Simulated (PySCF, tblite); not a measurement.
**CH₉Ge₂NOSi: geometry, infrared bands and NMR shifts**

Aim: predict the infrared bands and NMR shifts of CH₉Ge₂NOSi (`O=CN[SiH2][GeH2][GeH3]`).

Computed with tblite 0.8.0 and PySCF 2.14.0, with density-fitted response routines of our own, on a single molecule in the gas phase. Atoms count from 0, in the outputs and in this text.

## 1. The starting structure

15 atoms, charge 0, multiplicity 1; geometry from: force field or distance geometry start.

Bonds of the start (Å): O0–C1 1.26, C1–N2 1.45, N2–Si3 1.78, Si3–Ge4 2.30, Ge4–Ge5 2.39, C1–H6 1.08, N2–H7 1.05, Si3–H8 1.48, Si3–H9 1.48, Ge4–H10 1.55, Ge4–H11 1.56, Ge5–H12 1.56, Ge5–H13 1.56, Ge5–H14 1.55.

## 2. Optimising the geometry with GFN2-xTB

Job settings and geometry (Å):

```
{"job": {"kind": "relax", "xc": "GFN2-xTB", "basis": "xTB"}, "charge": 0, "multiplicity": 1}
O     -2.376600    -0.393200    -1.098900
C     -2.395600     0.560400    -0.276000
N     -1.603100     0.485500     0.934100
Si    -0.565900    -0.905400     1.320700
Ge     1.067800    -1.138100    -0.284000
Ge     2.149600     0.974600    -0.584400
H     -2.995200     1.434000    -0.465500
H     -1.642400     1.290100     1.608700
H     -1.372200    -2.140500     1.388300
H      0.072800    -0.685700     2.636400
H      2.099100    -2.205800     0.148300
H      0.408200    -1.565500    -1.627300
H      2.809500     1.401200     0.764800
H      3.241300     0.853000    -1.687000
H      1.098300     2.043200    -0.994400
```

Run with:

```sh
$ OMP_NUM_THREADS=1 python probes_run.py task.json out
```

The driver reads the jobs from task.json and runs them one after another.

**Question.** This job is followed by: GFN2-xTB harmonic vibrations, gas phase; GIAO PBE0/pcSseg-1 NMR shielding, non-relativistic, gas phase. What will the session give for the following? strongest single infrared mode (GFN2-xTB); zero-point energy (GFN2-xTB); ¹³C shifts against TMS (PBE0/pcSseg-1); ¹H shifts against TMS (PBE0/pcSseg-1, means over atoms taken as alike); ¹⁷O shifts against H2O (PBE0/pcSseg-1); ¹⁵N shifts against NH3 (PBE0/pcSseg-1); ²⁹Si shifts against TMS (PBE0/pcSseg-1); ⁷³Ge shifts against GeMe4 (PBE0/pcSseg-1); surface potential, 1st and 99th percentile.

**Answer**, as computed:

```
                                                              quantity                             value
                             strongest single infrared mode (GFN2-xTB)             1975 cm⁻¹, 629 km/mol
                                          zero-point energy (GFN2-xTB)                     55.2 kcal/mol
                                ¹³C shifts against TMS (PBE0/pcSseg-1)                         167.9 ppm
¹H shifts against TMS (PBE0/pcSseg-1, means over atoms taken as alike)  8.20, 4.80, 4.24, 3.88, 3.46 ppm
                                ¹⁷O shifts against H2O (PBE0/pcSseg-1)                         431.5 ppm
                                ¹⁵N shifts against NH3 (PBE0/pcSseg-1)                         120.0 ppm
                               ²⁹Si shifts against TMS (PBE0/pcSseg-1)                         -57.1 ppm
                             ⁷³Ge shifts against GeMe4 (PBE0/pcSseg-1)                    -324, -359 ppm
                                 surface potential, 1st and 99th percentile                -1.48 V and 2.17 V
```

Over 136 steps the energy fell by 0.991 eV; of the close pairs, C1–N2 changed most, 1.448 to 1.335 Å. The lowest mode is imaginary (65i cm⁻¹), so the xTB geometry is not a minimum. The strongest single mode, at 1975 cm⁻¹, moves mainly H13 and H12. Unscaled tight-binding wavenumbers are off by several per cent, some by more. Its intensities can rank the bands wrongly. At PBE0/pcSseg-1: The largest span, 692 ppm, is at O0, where the paramagnetic term is -501 ppm. By nearest atom (PBE0/pcSseg-1), the HOMO sits on O0 45 %; H10 18 % and the LUMO on Si3 21 %; H8 17 %. Spin-orbit coupling is left out, which matters for shieldings and couplings at and beside the heavy atoms.
